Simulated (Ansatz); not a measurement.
**Molecular dynamics of CaPH$_{5}$O$_{6}$**

The input (input.yaml):

```yaml
crystal:
  lattice:
    - [3.200399, -7.64671, 0.0]
    - [3.200399, 7.64671, 0.0]
    - [-2.816879, 0.0, 5.142383]
  atoms:
    - { symbol: Ca, position: [0.90729064, 0.56625642, 0.74688743] }
    - { symbol: Ca, position: [0.57862991, 0.91205874, 0.23999144] }
    - { symbol: H, position: [0.73733706, 0.39864523, 0.15530141] }
    - { symbol: H, position: [0.38857948, 0.74332378, 0.61883225] }
    - { symbol: H, position: [0.0106531, 1.01074837, 0.14883061] }
    - { symbol: H, position: [1.09077639, 0.07250588, 0.64854979] }
    - { symbol: H, position: [0.07754233, 0.92330407, 0.33881293] }
    - { symbol: H, position: [0.96850245, 0.11925596, 0.76749341] }
    - { symbol: H, position: [0.54184857, 0.53396685, 0.49724579] }
    - { symbol: H, position: [0.50414134, 0.46804854, -0.00569089] }
    - { symbol: H, position: [0.4133395, 0.26910726, 0.37016509] }
    - { symbol: H, position: [0.31910492, 0.43823471, 0.84975956] }
    - { symbol: P, position: [0.43628427, 0.07243121, 0.77174977] }
    - { symbol: P, position: [0.06333194, 0.41585126, 0.23219567] }
    - { symbol: O, position: [0.61279303, 0.34415912, 0.99223518] }
    - { symbol: O, position: [0.35690395, 0.63274604, 0.45602796] }
    - { symbol: O, position: [0.5378112, 0.09397524, 0.57946757] }
    - { symbol: O, position: [0.08124108, 0.52702503, 0.03796513] }
    - { symbol: O, position: [0.17732084, 0.95936457, 0.67568519] }
    - { symbol: O, position: [0.97006984, 0.17147084, 0.11292271] }
    - { symbol: O, position: [0.39444094, 0.88745289, 0.8603377] }
    - { symbol: O, position: [0.88274153, 0.37386886, 0.34290094] }
    - { symbol: O, position: [0.07538875, 0.94388865, 0.18468709] }
    - { symbol: O, position: [1.01138317, 0.13257607, 0.62321186] }
    - { symbol: O, position: [0.58054331, 0.44703919, 0.45111803] }
    - { symbol: O, position: [0.46496745, 0.55864951, 1.0296744] }
basis:
  ecutwfc: 420.0
kpoints:
  mp_grid: { grid: [2, 2, 2] }
hamiltonian:
  xc: lda
scf:
  occupations: { method: fermi_dirac, width: 0.05 }
  lower_state_search: "off"
md:
  timestep: 0.5
  n_steps: 240
  ensemble: nvt_langevin
  temperature: 650.0
  initial_velocities: maxwell_boltzmann
  seed: 157540
  friction: 0.005
```

Command:

```bash
$ ansatz run input.yaml --threads 1 --pin off --max-ram 3072MiB --backend cpu --events-out ev --progress --plain --runs-dir out
```

It goes on from the last frame of an earlier run, with new velocities.

Output, in part (step lines):

```
md step     0: t =     0.00 fs  T =   625.0 K  F+E_penalty+E_count = -11832.10071008 eV  E_kin = 2.100475 eV  (10 SCF iters)
md step     1: t =     0.50 fs  T =   600.3 K  F+E_penalty+E_count = -11832.01940959 eV  E_kin = 2.017308 eV  (8 SCF iters)
md step     2: t =     1.00 fs  T =   575.2 K  F+E_penalty+E_count = -11831.95041885 eV  E_kin = 1.933162 eV  (8 SCF iters)
md step     3: t =     1.50 fs  T =   563.3 K  F+E_penalty+E_count = -11831.93433174 eV  E_kin = 1.893081 eV  (8 SCF iters)
md step     4: t =     2.00 fs  T =   576.8 K  F+E_penalty+E_count = -11831.97616079 eV  E_kin = 1.938544 eV  (8 SCF iters)
md step     5: t =     2.50 fs  T =   606.4 K  F+E_penalty+E_count = -11832.04229127 eV  E_kin = 2.037900 eV  (6 SCF iters)
md step     6: t =     3.00 fs  T =   636.7 K  F+E_penalty+E_count = -11832.10272823 eV  E_kin = 2.139663 eV  (6 SCF iters)
md step     7: t =     3.50 fs  T =   644.7 K  F+E_penalty+E_count = -11832.12989114 eV  E_kin = 2.166695 eV  (6 SCF iters)
[... lines left out ...]
md step   240: t =   120.00 fs  T =   512.9 K  F+E_penalty+E_count = -11831.55556498 eV  E_kin = 1.723833 eV  (8 SCF iters)
```

The steps, from the saved trajectory:

| time (fs) | T (K) | potential energy less start (eV) |
| --- | --- | --- |
| 0.0 | 625 | 0.000 |
| 4.0 | 634 | -0.011 |
| 8.0 | 575 | 0.168 |
| 12.0 | 519 | 0.376 |
| 16.0 | 467 | 0.571 |
| 20.0 | 488 | 0.465 |
| 24.0 | 528 | 0.445 |
| 28.0 | 505 | 0.364 |
| 32.0 | 590 | 0.075 |
| 36.0 | 545 | 0.156 |
| 40.0 | 427 | 0.566 |
| 44.0 | 360 | 0.684 |
| 48.0 | 351 | 0.655 |
| 52.0 | 396 | 0.587 |
| 56.0 | 443 | 0.492 |
| 60.0 | 426 | 0.401 |
| 64.0 | 534 | 0.147 |
| 68.0 | 592 | 0.062 |
| 72.0 | 652 | -0.032 |
| 76.0 | 724 | -0.212 |
| 80.0 | 624 | 0.066 |
| 84.0 | 651 | 0.068 |
| 88.0 | 647 | 0.053 |
| 92.0 | 492 | 0.451 |
| 96.0 | 547 | 0.305 |
| 100.0 | 605 | 0.292 |
| 104.0 | 522 | 0.667 |
| 108.0 | 520 | 0.624 |
| 112.0 | 517 | 0.618 |
| 116.0 | 481 | 0.753 |
| 120.0 | 513 | 0.545 |

All steps were run. The mean temperature of the second half is 12 % below the set value. A run of 0.12 ps of so small a system gives no equilibrium averages. Limits of this set-up: coarse k mesh.

Mean squared displacements from the first frame to the last, about the centre of mass: Ca 0.13 Å², H 0.24 Å², P 0.02 Å², O 0.19 Å².

Last frame:

```xyz
26
Lattice="3.2004 -7.6467 0.0000 3.2004 7.6467 0.0000 -2.8169 0.0000 5.1424" Properties=species:S:1:pos:R:3
Ca 2.803 -2.994 3.505
Ca 3.965 2.483 1.406
H 3.171 -2.695 0.536
H 1.581 2.720 3.369
H 3.068 7.432 0.588
H 1.146 -7.611 3.123
H 2.288 6.415 1.426
H 1.034 -6.380 4.250
H 2.120 -0.055 3.294
H 3.261 -0.314 -0.102
H 1.221 -0.926 2.312
H -0.049 1.135 4.533
P -0.628 -2.784 3.830
P 0.938 2.566 1.214
O 0.004 -2.029 5.014
O 1.392 1.921 2.569
O 0.484 -3.535 3.010
O 2.145 2.954 0.384
O 1.690 5.754 3.038
O 3.304 -6.008 0.353
O 1.595 3.732 4.251
O 3.255 -3.853 1.517
O 3.026 6.459 0.772
O 1.177 -6.652 3.188
O 2.016 -0.945 2.949
O 0.654 0.661 5.175
```

The run took 19 min on 1 thread of Arm Neoverse V2, with other jobs on the host, peak memory 0.64 GiB.
